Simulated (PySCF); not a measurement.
**As, As+, As(2+), As(3+), As-: ionisation energies and electron affinity in dyall-av2z**

Each state of arsenic is computed at each level; their differences give the ionisation energy and electron affinity. How far do the methods differ?

The numbers are computed with PySCF 2.14.0 (unrestricted determinants in a Gaussian basis, no spin-orbit coupling in the energies), except any that are marked as measured or tabulated.

## Step 1: Starting point

- Element: arsenic (Z = 33)
- Basis: dyall-av2z
- Hamiltonian: no relativity, point nucleus
- State 1: As: [Ar] 3d10 4s2 4p3, high-spin 4S determinant
- State 2: As+: [Ar] 3d10 4s2 4p2, high-spin 3P determinant
- State 3: As(2+): [Ar] 3d10 4s2 4p1, 2P determinant
- State 4: As(3+): [Ar] 3d10 4s2, closed-shell 1S
- State 5: As-: [Ar] 3d10 4s2 4p4, high-spin 3P determinant
- Methods: CCSD(T)
- Core shells frozen in the correlated runs: valence: [Ar] 3d10 (for As)

Outer shells as boxes (Hund's rule):

As [Ar] 3d10 4s2 4p3
```
[Ar] core
3d [↑↓][↑↓][↑↓][↑↓][↑↓]
4s [↑↓]
4p [↑ ][↑ ][↑ ]
```

As+ [Ar] 3d10 4s2 4p2
```
[Ar] core
3d [↑↓][↑↓][↑↓][↑↓][↑↓]
4s [↑↓]
4p [↑ ][↑ ][  ]
```

As2+ [Ar] 3d10 4s2 4p1
```
[Ar] core
3d [↑↓][↑↓][↑↓][↑↓][↑↓]
4s [↑↓]
4p [↑ ][  ][  ]
```

As3+ [Ar] 3d10 4s2
```
[Ar] core
3d [↑↓][↑↓][↑↓][↑↓][↑↓]
4s [↑↓]
```

The runs were made by one driver on top of PySCF. The scripts below sum up each run's settings (the driver also hands on starting orbitals that pick excited configurations, and frozen orbitals as a list rather than a count), and the logs come from the driver's own runs. The driver starts from symmetry-adapted Hartree-Fock orbitals, holds the occupation by maximum overlap and uses a logarithmic radial grid for functionals, so a plain start would take other cycles.

The integrals over 92 functions and the set-up took 0.46 s of CPU time.

## Step 2: As, at CCSD(T) (valence)

Level: CCSD(T) (valence).

input.py

```python
from pyscf import gto, scf, dft, mp, cc
import basis_set_exchange as bse
mol = gto.M(atom="As 0 0 0", charge=0, spin=3, symmetry="D2h",
            basis=gto.basis.parse(bse.get_basis("dyall-av2z", elements=["As"], fmt="nwchem")))
mf = scf.UHF(mol)
mf.irrep_nelec = {'Ag': (6, 6), 'B1g': (1, 1), 'B2g': (1, 1), 'B3g': (1, 1), 'B1u': (3, 2), 'B2u': (3, 2), 'B3u': (3, 2)}
mf.kernel()
mycc = cc.CCSD(mf, frozen=14).run()
mycc.ccsd_t()
```

What it wrote:

```text
CC2 = 0
CCSD nocc = (np.int64(4), np.int64(1)), nmo = (44, 44)
frozen orbitals [[0, 1, 2, 3, 4, 5, 6, 7, 8, 9, 10, 11, 12, 13, 58, 59, 60, 61, 62, 63, 64, 65, 66, 67, 68, 69, 70, 71, 72, 73, 74, 75, 76, 77, 78, 79, 80, 81, 82, 83, 84, 85, 86, 87, 88, 89, 90, 91], [0, 1, 2, 3, 4, 5, 6, 7, 8, 9, 10, 11, 12, 13, 58, 59, 60, 61, 62, 63, 64, 65, 66, 67, 68, 69, 70, 71, 72, 73, 74, 75, 76, 77, 78, 79, 80, 81, 82, 83, 84, 85, 86, 87, 88, 89, 90, 91]]
max_cycle = 100
direct = 0
conv_tol = 1e-08
conv_tol_normt = 1e-06
diis_space = 8
diis_start_cycle = 0
Init t2, MP2 energy = -0.0607528689018404
Init E_corr(UCCSD) = -0.0607528689029361
cycle = 1  E_corr(UCCSD) = -0.0724391964155063  dE = -0.0116863275  norm(t1,t2) = 0.0409531
cycle = 2  E_corr(UCCSD) = -0.0748735621877099  dE = -0.00243436577  norm(t1,t2) = 0.0112449
cycle = 3  E_corr(UCCSD) = -0.0757606598203071  dE = -0.000887097633  norm(t1,t2) = 0.00398667
cycle = 4  E_corr(UCCSD) = -0.0757419584050893  dE = 1.87014152e-05  norm(t1,t2) = 0.000635736
cycle = 5  E_corr(UCCSD) = -0.0757422191860334  dE = -2.60780944e-07  norm(t1,t2) = 8.641e-05
cycle = 6  E_corr(UCCSD) = -0.0757417763220492  dE = 4.42863984e-07  norm(t1,t2) = 1.79087e-05
cycle = 7  E_corr(UCCSD) = -0.0757421345814078  dE = -3.58259359e-07  norm(t1,t2) = 4.55031e-06
cycle = 8  E_corr(UCCSD) = -0.0757419869831318  dE = 1.47598276e-07  norm(t1,t2) = 7.03933e-07
cycle = 9  E_corr(UCCSD) = -0.075742012427908  dE = -2.54447762e-08  norm(t1,t2) = 1.64562e-07
cycle = 10  E_corr(UCCSD) = -0.0757420127222847  dE = -2.94376676e-10  norm(t1,t2) = 3.14463e-08
UCCSD converged
E(UCCSD) = -2234.289457580281  E_corr = -0.07574201272228469
UCCSD(T) correction = -0.00139607822990974
```

It used 4.2 s of CPU time after the integrals (shared host).

CCSD correlation -0.07574 hartree, triples -0.00140; total -2234.290854. T1 = 0.003, largest double amplitude 0.039.

## Step 3: As+: CCSD(T) (valence)

Level: CCSD(T) (valence).

input.py

```python
from pyscf import gto, scf, dft, mp, cc
import basis_set_exchange as bse
mol = gto.M(atom="As 0 0 0", charge=1, spin=2, symmetry="D2h",
            basis=gto.basis.parse(bse.get_basis("dyall-av2z", elements=["As"], fmt="nwchem")))
mf = scf.UHF(mol)
mf.irrep_nelec = {'Ag': (6, 6), 'B1g': (1, 1), 'B2g': (1, 1), 'B3g': (1, 1), 'B1u': (3, 2), 'B2u': (3, 2), 'B3u': (2, 2)}
mf.kernel()
mycc = cc.CCSD(mf, frozen=14).run()
mycc.ccsd_t()
```

What it wrote:

```text
CC2 = 0
CCSD nocc = (np.int64(3), np.int64(1)), nmo = (44, 44)
frozen orbitals [[0, 1, 2, 3, 4, 5, 6, 7, 8, 9, 10, 11, 12, 13, 58, 59, 60, 61, 62, 63, 64, 65, 66, 67, 68, 69, 70, 71, 72, 73, 74, 75, 76, 77, 78, 79, 80, 81, 82, 83, 84, 85, 86, 87, 88, 89, 90, 91], [0, 1, 2, 3, 4, 5, 6, 7, 8, 9, 10, 11, 12, 13, 58, 59, 60, 61, 62, 63, 64, 65, 66, 67, 68, 69, 70, 71, 72, 73, 74, 75, 76, 77, 78, 79, 80, 81, 82, 83, 84, 85, 86, 87, 88, 89, 90, 91]]
max_cycle = 100
direct = 0
conv_tol = 1e-08
conv_tol_normt = 1e-06
diis_space = 8
diis_start_cycle = 0
Init t2, MP2 energy = -0.0466444026004714
Init E_corr(UCCSD) = -0.046644402613399
cycle = 1  E_corr(UCCSD) = -0.0583186362652007  dE = -0.0116742337  norm(t1,t2) = 0.0469585
cycle = 2  E_corr(UCCSD) = -0.0616339735558419  dE = -0.00331533729  norm(t1,t2) = 0.0173447
cycle = 3  E_corr(UCCSD) = -0.0634822455907232  dE = -0.00184827203  norm(t1,t2) = 0.00765693
cycle = 4  E_corr(UCCSD) = -0.0634661367205887  dE = 1.61088701e-05  norm(t1,t2) = 0.00133087
cycle = 5  E_corr(UCCSD) = -0.0634770403983459  dE = -1.09036778e-05  norm(t1,t2) = 0.000182853
cycle = 6  E_corr(UCCSD) = -0.0634733784234917  dE = 3.66197485e-06  norm(t1,t2) = 2.9458e-05
cycle = 7  E_corr(UCCSD) = -0.0634749367823469  dE = -1.55835886e-06  norm(t1,t2) = 5.17333e-06
cycle = 8  E_corr(UCCSD) = -0.0634745263263727  dE = 4.10455974e-07  norm(t1,t2) = 1.43797e-06
cycle = 9  E_corr(UCCSD) = -0.0634745568976752  dE = -3.05713024e-08  norm(t1,t2) = 1.96906e-07
cycle = 10  E_corr(UCCSD) = -0.0634745598867073  dE = -2.98903211e-09  norm(t1,t2) = 3.96418e-08
UCCSD converged
E(UCCSD) = -2233.929127822185  E_corr = -0.06347455988670726
UCCSD(T) correction = -0.00092448131117356
```

CPU time 3.9 s on a shared host, the integrals not counted.

CCSD correlation -0.06347 hartree, triples -0.00092; total -2233.930052. T1 = 0.007, largest double amplitude 0.096.

## Step 4: As(2+), at CCSD(T) (valence)

Level: CCSD(T) (valence).

input.py

```python
from pyscf import gto, scf, dft, mp, cc
import basis_set_exchange as bse
mol = gto.M(atom="As 0 0 0", charge=2, spin=1, symmetry="D2h",
            basis=gto.basis.parse(bse.get_basis("dyall-av2z", elements=["As"], fmt="nwchem")))
mf = scf.UHF(mol)
mf.irrep_nelec = {'Ag': (6, 6), 'B1g': (1, 1), 'B2g': (1, 1), 'B3g': (1, 1), 'B1u': (2, 2), 'B2u': (3, 2), 'B3u': (2, 2)}
mf.kernel()
mycc = cc.CCSD(mf, frozen=14).run()
mycc.ccsd_t()
```

What it wrote:

```text
CC2 = 0
CCSD nocc = (np.int64(2), np.int64(1)), nmo = (44, 44)
frozen orbitals [[0, 1, 2, 3, 4, 5, 6, 7, 8, 9, 10, 11, 12, 13, 58, 59, 60, 61, 62, 63, 64, 65, 66, 67, 68, 69, 70, 71, 72, 73, 74, 75, 76, 77, 78, 79, 80, 81, 82, 83, 84, 85, 86, 87, 88, 89, 90, 91], [0, 1, 2, 3, 4, 5, 6, 7, 8, 9, 10, 11, 12, 13, 58, 59, 60, 61, 62, 63, 64, 65, 66, 67, 68, 69, 70, 71, 72, 73, 74, 75, 76, 77, 78, 79, 80, 81, 82, 83, 84, 85, 86, 87, 88, 89, 90, 91]]
max_cycle = 100
direct = 0
conv_tol = 1e-08
conv_tol_normt = 1e-06
diis_space = 8
diis_start_cycle = 0
Init t2, MP2 energy = -0.0362387817525903
Init E_corr(UCCSD) = -0.0362387817565003
cycle = 1  E_corr(UCCSD) = -0.0464965127144873  dE = -0.010257731  norm(t1,t2) = 0.0471228
cycle = 2  E_corr(UCCSD) = -0.0499039518568209  dE = -0.00340743914  norm(t1,t2) = 0.018659
cycle = 3  E_corr(UCCSD) = -0.0520523062057435  dE = -0.00214835435  norm(t1,t2) = 0.00801408
cycle = 4  E_corr(UCCSD) = -0.0520320940076225  dE = 2.02121981e-05  norm(t1,t2) = 0.000865689
cycle = 5  E_corr(UCCSD) = -0.0520425811906436  dE = -1.0487183e-05  norm(t1,t2) = 8.10431e-05
cycle = 6  E_corr(UCCSD) = -0.0520395286608372  dE = 3.05252981e-06  norm(t1,t2) = 1.26355e-05
cycle = 7  E_corr(UCCSD) = -0.0520408335861333  dE = -1.3049253e-06  norm(t1,t2) = 3.86087e-06
cycle = 8  E_corr(UCCSD) = -0.0520405267713761  dE = 3.06814757e-07  norm(t1,t2) = 9.83152e-07
cycle = 9  E_corr(UCCSD) = -0.0520405359919332  dE = -9.22055715e-09  norm(t1,t2) = 1.28705e-07
UCCSD converged
E(UCCSD) = -2233.258076800118  E_corr = -0.05204053599193325
UCCSD(T) correction = -0.00052950803183576
```

It used 3 s of CPU time after the integrals (shared host).

CCSD correlation -0.05204 hartree, triples -0.00053; total -2233.258606. T1 = 0.009, largest double amplitude 0.100.

## Step 5: As(3+), at CCSD(T) (valence)

Level: CCSD(T) (valence).

input.py

```python
from pyscf import gto, scf, dft, mp, cc
import basis_set_exchange as bse
mol = gto.M(atom="As 0 0 0", charge=3, spin=0, symmetry="D2h",
            basis=gto.basis.parse(bse.get_basis("dyall-av2z", elements=["As"], fmt="nwchem")))
mf = scf.UHF(mol)
mf.irrep_nelec = {'Ag': (6, 6), 'B1g': (1, 1), 'B2g': (1, 1), 'B3g': (1, 1), 'B1u': (2, 2), 'B2u': (2, 2), 'B3u': (2, 2)}
mf.kernel()
mycc = cc.CCSD(mf, frozen=14).run()
mycc.ccsd_t()
```

What it wrote:

```text
CC2 = 0
CCSD nocc = 1, nmo = 44
frozen orbitals [0, 1, 2, 3, 4, 5, 6, 7, 8, 9, 10, 11, 12, 13, 58, 59, 60, 61, 62, 63, 64, 65, 66, 67, 68, 69, 70, 71, 72, 73, 74, 75, 76, 77, 78, 79, 80, 81, 82, 83, 84, 85, 86, 87, 88, 89, 90, 91]
max_cycle = 100
direct = 0
conv_tol = 1e-08
conv_tol_normt = 1e-06
diis_space = 8
diis_start_cycle = 0
Init t2, MP2 energy = -2232.22969515545  E_corr(MP2) -0.0295991471310584
Init E_corr(CCSD) = -0.0295991471314593
cycle = 1  E_corr(CCSD) = -0.0375810972432082  dE = -0.00798195011  norm(t1,t2) = 0.0412716
cycle = 2  E_corr(CCSD) = -0.0402993979133278  dE = -0.00271830067  norm(t1,t2) = 0.0161637
cycle = 3  E_corr(CCSD) = -0.0420572214722095  dE = -0.00175782356  norm(t1,t2) = 0.00665856
cycle = 4  E_corr(CCSD) = -0.0420519134981689  dE = 5.30797404e-06  norm(t1,t2) = 0.000188239
cycle = 5  E_corr(CCSD) = -0.0420534716880388  dE = -1.55818987e-06  norm(t1,t2) = 1.0964e-05
cycle = 6  E_corr(CCSD) = -0.0420526477089749  dE = 8.23979064e-07  norm(t1,t2) = 2.36039e-06
cycle = 7  E_corr(CCSD) = -0.0420527932088874  dE = -1.45499913e-07  norm(t1,t2) = 4.9154e-07
cycle = 8  E_corr(CCSD) = -0.04205278909965  dE = 4.10923747e-09  norm(t1,t2) = 3.49266e-08
CCSD converged
E(CCSD) = -2232.242148797422  E_corr = -0.04205278909964996
```

CPU time 0.9 s on a shared host, the integrals not counted.

CCSD correlation -0.04205 hartree, triples 0.00000; total -2232.242149. T1 = 0.003, largest double amplitude 0.104. With two correlated electrons the triples vanish and CCSD is exact in this space.

## Step 6: As-: CCSD(T) (valence)

Level: CCSD(T) (valence).

input.py

```python
from pyscf import gto, scf, dft, mp, cc
import basis_set_exchange as bse
mol = gto.M(atom="As 0 0 0", charge=-1, spin=2, symmetry="D2h",
            basis=gto.basis.parse(bse.get_basis("dyall-av2z", elements=["As"], fmt="nwchem")))
mf = scf.UHF(mol)
mf.irrep_nelec = {'Ag': (6, 6), 'B1g': (1, 1), 'B2g': (1, 1), 'B3g': (1, 1), 'B1u': (3, 2), 'B2u': (3, 3), 'B3u': (3, 2)}
mf.kernel()
mycc = cc.CCSD(mf, frozen=14).run()
mycc.ccsd_t()
```

What it wrote:

```text
CC2 = 0
CCSD nocc = (np.int64(4), np.int64(2)), nmo = (44, 44)
frozen orbitals [[0, 1, 2, 3, 4, 5, 6, 7, 8, 9, 10, 11, 12, 13, 58, 59, 60, 61, 62, 63, 64, 65, 66, 67, 68, 69, 70, 71, 72, 73, 74, 75, 76, 77, 78, 79, 80, 81, 82, 83, 84, 85, 86, 87, 88, 89, 90, 91], [0, 1, 2, 3, 4, 5, 6, 7, 8, 9, 10, 11, 12, 13, 58, 59, 60, 61, 62, 63, 64, 65, 66, 67, 68, 69, 70, 71, 72, 73, 74, 75, 76, 77, 78, 79, 80, 81, 82, 83, 84, 85, 86, 87, 88, 89, 90, 91]]
max_cycle = 100
direct = 0
conv_tol = 1e-08
conv_tol_normt = 1e-06
diis_space = 8
diis_start_cycle = 0
Init t2, MP2 energy = -0.082060509501566
Init E_corr(UCCSD) = -0.0820605095170089
cycle = 1  E_corr(UCCSD) = -0.0945986974989807  dE = -0.012538188  norm(t1,t2) = 0.0498309
cycle = 2  E_corr(UCCSD) = -0.0973675346951539  dE = -0.0027688372  norm(t1,t2) = 0.0192244
cycle = 3  E_corr(UCCSD) = -0.0989257204873659  dE = -0.00155818579  norm(t1,t2) = 0.0100703
cycle = 4  E_corr(UCCSD) = -0.098843814098167  dE = 8.19063892e-05  norm(t1,t2) = 0.00352329
cycle = 5  E_corr(UCCSD) = -0.0988642929498167  dE = -2.04788516e-05  norm(t1,t2) = 0.00169233
cycle = 6  E_corr(UCCSD) = -0.0988780635362664  dE = -1.37705864e-05  norm(t1,t2) = 0.000649354
cycle = 7  E_corr(UCCSD) = -0.0988817522382168  dE = -3.68870195e-06  norm(t1,t2) = 0.000255316
cycle = 8  E_corr(UCCSD) = -0.0988824920376168  dE = -7.397994e-07  norm(t1,t2) = 7.92055e-05
cycle = 9  E_corr(UCCSD) = -0.0988819147779545  dE = 5.77259662e-07  norm(t1,t2) = 2.08371e-05
cycle = 10  E_corr(UCCSD) = -0.0988820343965433  dE = -1.19618589e-07  norm(t1,t2) = 6.42448e-06
cycle = 11  E_corr(UCCSD) = -0.0988820702399775  dE = -3.58434342e-08  norm(t1,t2) = 1.94264e-06
cycle = 12  E_corr(UCCSD) = -0.0988820256486335  dE = 4.4591344e-08  norm(t1,t2) = 6.41758e-07
cycle = 13  E_corr(UCCSD) = -0.0988820206906071  dE = 4.95802639e-09  norm(t1,t2) = 2.22354e-07
UCCSD converged
E(UCCSD) = -2234.303002560253  E_corr = -0.0988820206906071
UCCSD(T) correction = -0.00310910111721111
```

CPU time 4.1 s on a shared host, the integrals not counted.

CCSD correlation -0.09888 hartree, triples -0.00311; total -2234.306112. T1 = 0.014, largest double amplitude 0.061.

## Step 7: The energy differences

Ionisation energy: As [Ar] 3d10 4s2 4p3 (4S) → As+ [Ar] 3d10 4s2 4p2 (3P).

| method | value (eV) | less the reference (eV) |
| --- | --- | --- |
| UHF | 9.471 | -0.536 |
| MP2 (valence) | 9.855 | -0.152 |
| SCS-MP2 (valence) | 9.719 | -0.289 |
| CCSD (valence) | 9.805 | -0.202 |
| CCSD(T) (valence) | 9.818 | -0.190 |

Reference: 10.008 eV (measured; NIST levels, between the centres of gravity of the two terms). The calculation is non-relativistic, which matters at this Z. Errors of the correlated levels include the incompleteness of this basis.

Ionisation energy: As+ [Ar] 3d10 4s2 4p2 (3P) → As(2+) [Ar] 3d10 4s2 4p1 (2P).

| method | value (eV) | less the reference (eV) |
| --- | --- | --- |
| UHF | 17.949 | -0.671 |
| MP2 (valence) | 18.232 | -0.388 |
| SCS-MP2 (valence) | 18.161 | -0.459 |
| CCSD (valence) | 18.260 | -0.360 |
| CCSD(T) (valence) | 18.271 | -0.349 |

Reference: 18.589 eV (measured; NIST Atomic Spectra Database, ionization energies). A first-order spin-orbit estimate (lowest level to lowest level, LS coupling) adds -0.031 eV; the last energy column includes it. The calculation is non-relativistic, which matters at this Z. Errors of the correlated levels include the incompleteness of this basis.

Ionisation energy: As(2+) [Ar] 3d10 4s2 4p1 (2P) → As(3+) [Ar] 3d10 4s2 (1S).

| method | value (eV) | less the reference (eV) |
| --- | --- | --- |
| UHF | 27.373 | -0.775 |
| MP2 (valence) | 27.554 | -0.594 |
| SCS-MP2 (valence) | 27.535 | -0.613 |
| CCSD (valence) | 27.645 | -0.503 |
| CCSD(T) (valence) | 27.659 | -0.489 |

Reference: 28.349 ± 0.012 eV (measured; NIST Atomic Spectra Database, ionization energies). A first-order spin-orbit estimate (lowest level to lowest level, LS coupling) adds 0.201 eV; the last energy column includes it. The calculation is non-relativistic, which matters at this Z. Errors of the correlated levels include the incompleteness of this basis.

## Step 8: The energy differences, continued

Electron affinity: As- [Ar] 3d10 4s2 4p4 (3P) → As [Ar] 3d10 4s2 4p3 (4S).

| method | value (eV) | less the reference (eV) |
| --- | --- | --- |
| UHF | -0.2611 | -1.0055 |
| MP2 (valence) | 0.3187 | -0.4257 |
| SCS-MP2 (valence) | 0.3480 | -0.3965 |
| CCSD (valence) | 0.3686 | -0.3759 |
| CCSD(T) (valence) | 0.4152 | -0.3292 |

Reference: 0.804 eV (measured; CRC Handbook (2014) and Andersen, Phys. Rep. 394, 157 (2004), with later updates, as tabulated in the mendeleev Python package). A first-order spin-orbit estimate (lowest level to lowest level, LS coupling) adds 0.060 eV; the last energy column includes it. The calculation is non-relativistic, which matters at this Z. Errors of the correlated levels include the incompleteness of this basis.

The runs at UHF, MP2 (valence) are not shown; their differences are listed all the same.

## Step 9: Outcome

| quantity | value |
| --- | --- |
| ionisation energy, As | UHF 9.471, CCSD(T) (valence) 9.818 eV; reference 10.008 |
| ionisation energy, As+ | UHF 17.949, CCSD(T) (valence) 18.271 eV; reference 18.589 |
| ionisation energy, As(2+) | UHF 27.373, CCSD(T) (valence) 27.659 eV; reference 28.349 ± 0.012 |
| electron affinity, As | UHF -0.261, CCSD(T) (valence) 0.415 eV; reference 0.804 |

Accuracy by level (over 4 differences):

| method | mean absolute miss against CCSD(T) (valence) (eV) |
| --- | --- |
| UHF | 0.408 |
| MP2 (valence) | 0.069 |
| SCS-MP2 (valence) | 0.100 |
| CCSD (valence) | 0.021 |
| CCSD(T) (valence) | 0.000 |

For the first difference the methods span 0.384 eV, from UHF (9.471) to MP2 (valence) (9.855). The reference is uncertain or not like for like (spin-orbit coupling or other relativistic terms), so no ranking of close methods is drawn. The basis is finite, and no extrapolation was made.
